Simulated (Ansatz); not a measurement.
# GeH6O2Si: one species, many methods

The task here is to estimate one member of a computed series from the others.

Program: Ansatz 0.2.0, Gaussian basis. Level of theory: functionals in def2-TZVPP, the program's frozen cores in correlated methods. These are calculated values, not measurements.

Levels to be run: PBE-D4, r2SCAN-D4, PBE0-D4, B3LYP-D4, ωB97X-V, ωB97M-V, B2PLYP; CCSD(T)/def2-TZVPP; MP2/def2-QZVPP; extrapolation to the limit.

## The relaxed structure

An earlier PBE0-D4 in a triple-zeta def2 set relaxation fixed the geometry.

SMILES `O[SiH2][GeH2][OH]`, 10 atoms, charge 0, spin multiplicity 1.

Atoms are counted from 1 here; the program's logs count them from 0.

Bond lengths: O1–Si2 1.659 Å, O1–H5 0.958 Å, Si2–Ge3 2.389 Å, Si2–H6 1.491 Å, Si2–H7 1.490 Å, Ge3–O4 1.790 Å, Ge3–H8 1.537 Å, Ge3–H9 1.544 Å, O4–H10 0.962 Å. Angles: Si2–O1–H5 118.4°, O1–Si2–Ge3 100.6°, O1–Si2–H6 111.6°, O1–Si2–H7 111.0°, Ge3–Si2–H6 113.6°, Ge3–Si2–H7 112.7°, H6–Si2–H7 107.3°, Si2–Ge3–O4 104.8°, Si2–Ge3–H8 115.1°, Si2–Ge3–H9 112.7°, O4–Ge3–H8 105.7°, O4–Ge3–H9 109.2°, H8–Ge3–H9 109.0°, Ge3–O4–H10 110.2°.

Set-up of the first run:

in.yaml reads:

```yaml
crystal:
  periodic: [false, false, false]
  atoms:
    - {symbol: O, position_ang: [-1.051347, 0.459472, -1.383708]}
    - {symbol: Si, position_ang: [-0.350819, 1.125825, -0.035659]}
    - {symbol: Ge, position_ang: [0.620743, -0.816146, 0.960950]}
    - {symbol: O, position_ang: [0.959493, -1.913345, -0.411991]}
    - {symbol: H, position_ang: [-1.463867, 1.045028, -2.020384]}
    - {symbol: H, position_ang: [-1.359686, 1.799291, 0.830597]}
    - {symbol: H, position_ang: [0.664810, 2.149445, -0.412585]}
    - {symbol: H, position_ang: [1.973497, -0.585029, 1.653164]}
    - {symbol: H, position_ang: [-0.335211, -1.518780, 1.949716]}
    - {symbol: H, position_ang: [0.342369, -1.745781, -1.130109]}
basis:
  gaussian: {orbitals: def2-TZVPP}
hamiltonian: {xc: pbe, dispersion: d4}
output: {forces: true, orbitals: {seedname: orbitals}}
```

Run with:

```
$ ansatz run in.yaml --threads 4 --pin off --events-out ev --progress --plain --max-ram 10444MiB
```

Among the steps run: PBE-D4 (GGA); r2SCAN-D4 (meta-GGA); PBE0-D4 (hybrid); B3LYP-D4 (hybrid); ωB97X-V (range-separated); ωB97M-V (range-separated); B2PLYP (double hybrid); CCSD(T) in def2-TZVPP; MP2 in def2-QZVPP.

One table of the session follows, with a row left open; its other results are not shown here.

| method | atomisation energy (kJ/mol) |
| --- | --- |
| PBE-D4 | 3213.1 |
| r2SCAN-D4 | 3212.4 |
| PBE0-D4 | 3157.2 |
| B3LYP-D4 | 3191.2 |
| ωB97X-V | 3230.9 |
| ωB97M-V | 3205.5 |
| B2PLYP | 3166.6 |
| HF/def2-TZVPP | ? |
| MP2/def2-TZVPP | 3180.1 |
| CCSD/def2-TZVPP | 3103.9 |
| CCSD(T)/def2-TZVPP | 3147.9 |
| MP2/CBS | 3269.2 |
| CCSD(T)/CBS | 3236.9 |

Estimate the missing values for HF/def2-TZVPP.

As computed: atomisation energy (kJ/mol): 2268.4. In the column «atomisation energy (kJ/mol)» it is the lowest.
